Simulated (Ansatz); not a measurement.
# InHBr2: up Jacob's ladder to CCSD(T)

The task here is to estimate one member of a computed series from the others.

The runs use Ansatz 0.2.0, Gaussian basis; functionals in def2-TZVPP, the program's frozen cores in correlated methods.

Levels to be run: LDA (SPW92), PBE-D4, revPBE-D4, BLYP-D4, r2SCAN-D4, B97M-V, PBE0-D4, B3LYP-D4, r2SCANh-D4, r2SCAN0-D4, HSE06-D4, BHLYP-D4, CAM-B3LYP-D4, LC-ωPBE, ωB97X-V, ωB97M-V, B2PLYP, PBE-QIDH; CCSD(T)/def2-SVP; CCSD(T)/def2-TZVPP; MP2/def2-QZVPP; extrapolation to the limit; RPA on PBE.

### The relaxed structure

The geometry comes from an earlier relaxation with PBE0-D4 in a triple-zeta def2 set; it is a stationary point. In takes the def2 core potential; no spin-orbit term is included.

SMILES `[Br][InH][Br]`, 4 atoms, charge 0, spin multiplicity 1.

Atoms are counted from 1 here; the program's logs count them from 0.

Bond lengths: Br1–In2 2.454 Å, In2–Br3 2.454 Å, In2–H4 1.698 Å. Angles: Br1–In2–Br3 113.1°, Br1–In2–H4 123.4°, Br3–In2–H4 123.4°.

The first run:

in.yaml

```yaml
crystal:
  periodic: [false, false, false]
  atoms:
    - {symbol: Br, position_ang: [-1.782291, 0.917737, -1.148876]}
    - {symbol: In, position_ang: [0.150685, 0.134341, 0.144011]}
    - {symbol: Br, position_ang: [0.611891, -2.255847, -0.164539]}
    - {symbol: H, position_ang: [1.075214, 1.143570, 1.149104]}
basis:
  gaussian: {orbitals: def2-TZVPP}
hamiltonian: {xc: lda}
output: {orbitals: {seedname: orbitals}}
```

Command:

```bash
> ansatz run in.yaml --threads 4 --pin off --events-out ev --progress --plain --max-ram 10444MiB
```

Steps of the session up to this table: LDA; PBE-D4 (GGA); revPBE-D4 (GGA); BLYP-D4 (GGA); r2SCAN-D4 (meta-GGA); B97M-V (meta-GGA); PBE0-D4 (hybrid); B3LYP-D4 (hybrid); r2SCANh-D4 (hybrid); r2SCAN0-D4 (hybrid); HSE06-D4 (hybrid); BHLYP-D4 (hybrid); CAM-B3LYP-D4 (range-separated); LC-ωPBE (range-separated); ωB97X-V (range-separated); ωB97M-V (range-separated); B2PLYP (double hybrid); PBE-QIDH (double hybrid).

One table of the session follows, with a row left open; its other results are not shown here.

It belongs to the step «Orbital energies across the functionals». 

```
  functional  HOMO (eV)  LUMO (eV)  gap (eV)
 LDA (SPW92)          ?          ?         ?
      PBE-D4      -7.11      -2.78      4.33
   revPBE-D4      -7.05      -2.68      4.37
     BLYP-D4      -6.93      -2.75      4.18
   r2SCAN-D4      -7.44      -2.56      4.88
      B97M-V      -7.50      -2.73      4.78
     PBE0-D4      -8.37      -2.03      6.33
    B3LYP-D4      -8.09      -2.30      5.80
  r2SCANh-D4      -7.89      -2.26      5.63
  r2SCAN0-D4      -8.58      -1.90      6.68
    HSE06-D4      -7.97      -2.39      5.58
    BHLYP-D4      -9.45      -1.38      8.07
CAM-B3LYP-D4      -9.66      -1.22      8.44
     LC-ωPBE     -11.05      -0.10     10.95
     ωB97X-V     -10.69      -0.24     10.45
     ωB97M-V     -10.55      -0.47     10.08
```

**Question.** Estimate the row for LDA (SPW92).

**Answer.** HOMO (eV): -7.27; LUMO (eV): -3.06; gap (eV): 4.22. In the column «HOMO (eV)» it lies between r2SCAN-D4 (-7.44) and PBE-D4 (-7.11).
